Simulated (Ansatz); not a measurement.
# Ge: the cost of one run

Method: DFT r2SCAN, scalar-relativistic, plane waves, PAW, and further levels as typed in the inputs, in Ansatz 0.2.0.

### Step 1. The system as given

Symmetry: P4_32_12, No. 96, tetragonal system. The conventional cell has a = 5.933 Å, b = 5.933 Å, c = 6.980 Å, α = 90.00°, β = 90.00°, γ = 90.00°. Ge (site symmetry 2) has 4 Ge at 2.49 to 2.50 Å as nearest neighbours. Ge (site symmetry 1) is surrounded by 4 Ge at 2.49 to 2.50 Å.

Coordinates:

```
Ge
1.0
     5.93284    0.00000    0.00000
     0.00000    5.93284    0.00000
     0.00000    0.00000    6.97970
Ge
12
Direct
  0.09010 0.09010 0.00000
  0.40990 0.59010 0.75000
  0.90990 0.90990 0.50000
  0.59010 0.40990 0.25000
  0.17196 0.37240 0.25660
  0.12760 0.67196 0.00660
  0.82804 0.62760 0.75660
  0.87240 0.32804 0.50660
  0.67196 0.12760 0.99340
  0.62760 0.82804 0.24340
  0.32804 0.87240 0.49340
  0.37240 0.17196 0.74340
```

### Step 2. Single point: Ge, no spin

input.yaml

```yaml
crystal:
  lattice:
    - [5.93284, 0.0, 0.0]
    - [0.0, 5.93284, 0.0]
    - [0.0, 0.0, 6.9797]
  atoms:
    - { symbol: Ge, position: [0.0901, 0.0901, 0.0] }
    - { symbol: Ge, position: [0.4099, 0.5901, 0.75] }
    - { symbol: Ge, position: [0.9099, 0.9099, 0.5] }
    - { symbol: Ge, position: [0.5901, 0.4099, 0.25] }
    - { symbol: Ge, position: [0.17196, 0.3724, 0.2566] }
    - { symbol: Ge, position: [0.1276, 0.67196, 0.0066] }
    - { symbol: Ge, position: [0.82804, 0.6276, 0.7566] }
    - { symbol: Ge, position: [0.8724, 0.32804, 0.5066] }
    - { symbol: Ge, position: [0.67196, 0.1276, 0.9934] }
    - { symbol: Ge, position: [0.6276, 0.82804, 0.2434] }
    - { symbol: Ge, position: [0.32804, 0.8724, 0.4934] }
    - { symbol: Ge, position: [0.3724, 0.17196, 0.7434] }
scf:
  occupations: { method: fixed }
output:
  forces: false
  stress: false
  eigenvalues: true
  eigenstates:
    kpoints:
      - [0.0, 0.0, 0.0]
      - [0.08333, 0.0, 0.0]
      - [0.16667, 0.0, 0.0]
      - [0.25, 0.0, 0.0]
      - [0.33333, 0.0, 0.0]
      - [0.41667, 0.0, 0.0]
      - [0.5, 0.0, 0.0]
      - [0.5, 0.08333, 0.0]
      - [0.5, 0.16667, 0.0]
      - [0.5, 0.25, 0.0]
      - [0.5, 0.33333, 0.0]
      - [0.5, 0.41667, 0.0]
      - [0.5, 0.5, 0.0]
      - [0.41667, 0.41667, 0.0]
      - [0.33333, 0.33333, 0.0]
      - [0.25, 0.25, 0.0]
      - [0.16667, 0.16667, 0.0]
      - [0.08333, 0.08333, 0.0]
      - [0.0, 0.0, 0.0]
      - [0.0, 0.0, 0.08333]
      - [0.0, 0.0, 0.16667]
      - [0.0, 0.0, 0.25]
      - [0.0, 0.0, 0.33333]
      - [0.0, 0.0, 0.41667]
      - [0.0, 0.0, 0.5]
      - [0.08333, 0.0, 0.5]
      - [0.16667, 0.0, 0.5]
      - [0.25, 0.0, 0.5]
      - [0.33333, 0.0, 0.5]
      - [0.41667, 0.0, 0.5]
      - [0.5, 0.0, 0.5]
      - [0.5, 0.08333, 0.5]
      - [0.5, 0.16667, 0.5]
      - [0.5, 0.25, 0.5]
      - [0.5, 0.33333, 0.5]
      - [0.5, 0.41667, 0.5]
      - [0.5, 0.5, 0.5]
      - [0.41667, 0.41667, 0.5]
      - [0.33333, 0.33333, 0.5]
      - [0.25, 0.25, 0.5]
      - [0.16667, 0.16667, 0.5]
      - [0.08333, 0.08333, 0.5]
      - [0, 0, 0.5]
    e_range: [-2.5, 3]
  write_density: true
  write_potential: true
  elf: true
  volumetric_format: npy
kpoints:
  mp_grid: { grid: [6, 6, 5] }
hamiltonian:
  xc: r2scan
```

Command:

```sh
ansatz run input.yaml --threads 8 --pin off --max-ram 49152MiB --backend cpu --events-out ev --progress --plain --runs-dir out
```

Q: Estimate wall time and peak memory on 8 threads of Arm Neoverse V1, shared host.

About 65 s, with a peak of 2.6 GiB.
